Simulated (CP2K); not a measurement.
Crystal: CuF.

```
CELL_PARAMETERS angstrom
2.47101 0.00000 0.00000
0.00000 2.47101 0.00000
0.00000 0.00000 3.41650
ATOMIC_POSITIONS crystal
Cu 0.00000 0.00000 0.00000
F 0.50000 0.50000 0.50000
```

The cell was built by a generator and needn't be a form met in nature.

```yaml
Program: CP2K 2026.2
Task: relaxation of cell and atoms
Functional: PBE
Dispersion: D2
Potentials_or_basis: POTENTIAL_UZH Cu GTH-PBE-q11, F GTH-PBE-q7; DZVP-MOLOPT-PBE-GTH basis
Density_cutoff: 10204 eV
k_mesh: 8 × 8 × 6
Occupations: fermi-dirac, width 0.05 eV
Spin: no spin polarisation
```

At the start: pressure 2.0 GPa; volume 10.43 Å³/atom.

How do energy, volume and symmetry change on relaxing?

Over 14 steps the energy falls by 83.7 meV/atom and the volume is 10.76 Å³/atom (+3.1 %); space group Pm-3m (No. 221, to 0.05 Å).

The path:
| step | energy change (eV) | largest force (eV/Å) | volume (Å³) |
| --- | --- | --- | --- |
| 1 | 0.0000 | 0.0000 | 20.86 |
| 2 | -0.0072 | 0.0000 | 20.92 |
| 3 | -0.1092 | 0.0000 | 22.16 |
| 4 | -0.1235 | 0.0000 | 22.55 |
| 5 | -0.1295 | 0.0000 | 22.79 |
| 6 | -0.1342 | 0.0000 | 22.88 |
| 7 | -0.1426 | 0.0000 | 22.85 |
| 8 | -0.1549 | 0.0000 | 22.54 |
| 9 | -0.1677 | 0.0000 | 21.90 |
| 10 | -0.1717 | 0.0000 | 21.48 |
| 11 | -0.1673 | 0.0000 | 21.56 |
| 12 | -0.1673 | 0.0000 | 21.54 |
| 13 | -0.1673 | 0.0000 | 21.52 |
| 14 | -0.1673 | 0.0000 | 21.52 |

Final structure:
```
CELL_PARAMETERS angstrom
2.78455 0.00000 0.00000
0.00000 2.78455 0.00000
0.00000 0.00000 2.77499
ATOMIC_POSITIONS crystal
Cu 0.00000 0.00000 0.00000
F 0.50000 0.50000 0.50000
```

Caveat: the basis of atomic orbitals isn't converged, which shifts pressures, moduli and gaps; the run has no spin polarisation, though such a crystal can be magnetic; pairwise dispersion overbinds metals, which lowers pressure and volume.
